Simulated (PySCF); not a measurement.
# AlCl4: levels of theory, part 3 of 3

The task, for AlCl4: compare levels of theory; the runs are relaxation and vibrations and intensities.

PySCF 2.14.0; relaxation, HF, def2-tzvpd, and further levels as typed in the inputs.

### Step 5. Vibrations and intensities: vibrations and intensities, pbe, def2-tzvpd

It takes the final geometry of step 4.

The input, run.py:

```python
from pyscf import gto, dft
from pyscf.hessian import thermo
import numpy as np
mol = gto.M(atom="mol.xyz", basis="def2-tzvpd", charge=-1, verbose=4)
mf = dft.RKS(mol, xc="pbe").density_fit().run(conv_tol=1e-9)
mol.verbose = 0; x = mol.atom_coords(); n = x.size; h = np.zeros((n, n + 3))
def point(d):
    m = mol.set_geom_(x + d.reshape(-1, 3), unit="Bohr", inplace=False); s = dft.RKS(m, xc="pbe").density_fit()
    s.grids.level = 4
    s.run(mf.make_rdm1(), conv_tol=1e-10); g = s.nuc_grad_method(); g.grid_response = True
    return np.append(g.kernel(), s.dip_moment(unit="AU", verbose=0))
for k in range(n): d = np.zeros(n); d[k] = 0.01; h[k] = (point(d) - point(-d)) / 0.02
H = (h[:, :n] + h[:, :n].T) / 2
f = thermo.harmonic_analysis(mol, H.reshape(mol.natm, 3, mol.natm, 3).transpose(0, 2, 1, 3))
print("harmonic vibrations: frequency (1/cm), infrared intensity (km/mol)")
for w, q in zip(f["freq_wavenumber"], f["norm_mode"]): t = q.ravel() @ h[:, n:]; print(f"  {w.real - w.imag:9.2f} {974.88 * t @ t:9.2f}")
```

Started as:

```console
python run.py
```

What it wrote:

```text
[INPUT] num. atoms = 5
[INPUT] num. electrons = 82
[INPUT] charge = -1
[INPUT] spin (= nelec alpha-beta = 2S) = 0
[INPUT] symmetry False subgroup None
[INPUT] Mole.unit = angstrom
[INPUT] Symbol           X                Y                Z      unit          X                Y                Z       unit  Magmom
[INPUT]  1 Al     0.000000000000   0.000000000000   0.000000000000 AA    0.000000000000   0.000000000000   0.000000000000 Bohr   0.0
[INPUT]  2 Cl     1.254780100000   1.254780100000   1.254780100000 AA    2.371190735554   2.371190735554   2.371190735554 Bohr   0.0
[INPUT]  3 Cl    -1.254780100000  -1.254780100000   1.254780100000 AA   -2.371190735554  -2.371190735554   2.371190735554 Bohr   0.0
[INPUT]  4 Cl    -1.254780100000   1.254780100000  -1.254780100000 AA   -2.371190735554   2.371190735554  -2.371190735554 Bohr   0.0
[INPUT]  5 Cl     1.254780100000  -1.254780100000  -1.254780100000 AA    2.371190735554  -2.371190735554  -2.371190735554 Bohr   0.0

nuclear repulsion = 473.786946114108
number of shells = 79
number of NR pGTOs = 357
number of NR cGTOs = 227
basis = def2-tzvpd
ecp = {}

******** <class 'pyscf.df.df_jk.DFRKS'> ********
method = DFRKS
initial guess = minao
damping factor = 0
level_shift factor = 0
DIIS = <class 'pyscf.scf.diis.CDIIS'>
diis_start_cycle = 1
diis_space = 8
diis_damp = 0
SCF conv_tol = 1e-09
SCF conv_tol_grad = None
SCF max_cycles = 50
direct_scf = False
XC library pyscf.dft.libxc version 7.0.0
    S. Lehtola, C. Steigemann, M. J.T. Oliveira, and M. A.L. Marques.,  SoftwareX 7, 1–5 (2018)
XC functionals = pbe
    J. P. Perdew, K. Burke, and M. Ernzerhof.,  Phys. Rev. Lett. 77, 3865 (1996)
    J. P. Perdew, K. Burke, and M. Ernzerhof.,  Phys. Rev. Lett. 78, 1396 (1997)
    J. P. Perdew, K. Burke, and M. Ernzerhof.,  Phys. Rev. Lett. 77, 3865 (1996)
    J. P. Perdew, K. Burke, and M. Ernzerhof.,  Phys. Rev. Lett. 78, 1396 (1997)
radial grids:
    Treutler-Ahlrichs [JCP 102, 346 (1995); DOI:10.1063/1.469408] (M4) radial grids

becke partition: Becke, JCP 88, 2547 (1988); DOI:10.1063/1.454033
pruning grids: <function nwchem_prune at 0x7d6214f7dc60>
grids dens level: 3
symmetrized grids: False
atomic radii adjust function: <function treutler_atomic_radii_adjust at 0x7d6214f7e980>
small_rho_cutoff = 0
Set gradient conv threshold to 3.16228e-05
Initial guess from minao.
tot grids = 94704
init E= -2082.83836829253
  HOMO = -0.336761957175308  LUMO = -0.0630565678904773  gap/eV = 7.44790
cycle= 1 E= -2082.72927053181  delta_E= 0.109  |g|= 0.501  |ddm|= 2.04
  HOMO = -0.049725277152151  LUMO = 0.110216697594741  gap/eV = 4.35224
cycle= 2 E= -2082.70071731853  delta_E= 0.0286  |g|= 0.669  |ddm|= 1.26
  HOMO = -0.108416572891486  LUMO = 0.0979740613441216  gap/eV = 5.61618
cycle= 3 E= -2082.80192032302  delta_E= -0.101  |g|= 0.0637  |ddm|= 0.643
  HOMO = -0.114796633765352  LUMO = 0.0947797685616365  gap/eV = 5.70286
cycle= 4 E= -2082.8020646682  delta_E= -0.000144  |g|= 0.051  |ddm|= 0.0709
  HOMO = -0.113511014802976  LUMO = 0.0955282438416099  gap/eV = 5.68825
cycle= 5 E= -2082.80281740963  delta_E= -0.000753  |g|= 0.00349  |ddm|= 0.0402
  HOMO = -0.113918446194654  LUMO = 0.0952669589409609  gap/eV = 5.69222
cycle= 6 E= -2082.80282010036  delta_E= -2.69e-06  |g|= 0.000578  |ddm|= 0.00342
  HOMO = -0.113925173897543  LUMO = 0.0952277120114822  gap/eV = 5.69134
cycle= 7 E= -2082.80282012913  delta_E= -2.88e-08  |g|= 3.71e-05  |ddm|= 0.000403
  HOMO = -0.113928486908636  LUMO = 0.0952233037762511  gap/eV = 5.69131
cycle= 8 E= -2082.8028201295  delta_E= -3.77e-10  |g|= 7.74e-06  |ddm|= 5.36e-05
  HOMO = -0.113930462818711  LUMO = 0.0952219358442719  gap/eV = 5.69133
Extra cycle  E= -2082.80282012949  delta_E= 1.18e-11  |g|= 1.32e-05  |ddm|= 2.25e-05
converged SCF energy = -2082.80282012949
harmonic vibrations: frequency (1/cm), infrared intensity (km/mol)
     104.93      0.00
     104.93      0.00
     165.03      4.57
     165.03      4.57
     165.03      4.57
     324.50      0.00
     475.63    158.84
     475.63    158.84
     475.63    158.84
```

Run time: 5.6 min. Hardware: 4 threads of Intel Xeon Platinum 8488C (Sapphire Rapids), shared host.

Harmonic frequencies from the force constants, with isotope-averaged masses (PySCF's default) and rigid motions projected out (i: imaginary):

```
mode  cm⁻¹  IR (km/mol)
   1   105          0.0
   2   105          0.0
   3   165          4.6
   4   165          4.6
   5   165          4.6
   6   324          0.0
   7   476        158.8
   8   476        158.8
   9   476        158.8
```

### Step 6. Results

The summary covers parts 1 to 3.

| quantity | value |
| --- | --- |
| harmonic frequencies (step 3) | 118 to 497 cm⁻¹ |
| zero-point energy (step 3) | 0.163 eV |
| harmonic frequencies (step 5) | 105 to 476 cm⁻¹ |
| zero-point energy (step 5) | 0.152 eV |

**Reading.** In step 3 all modes are real: a minimum. In step 5 all modes are real: a minimum.
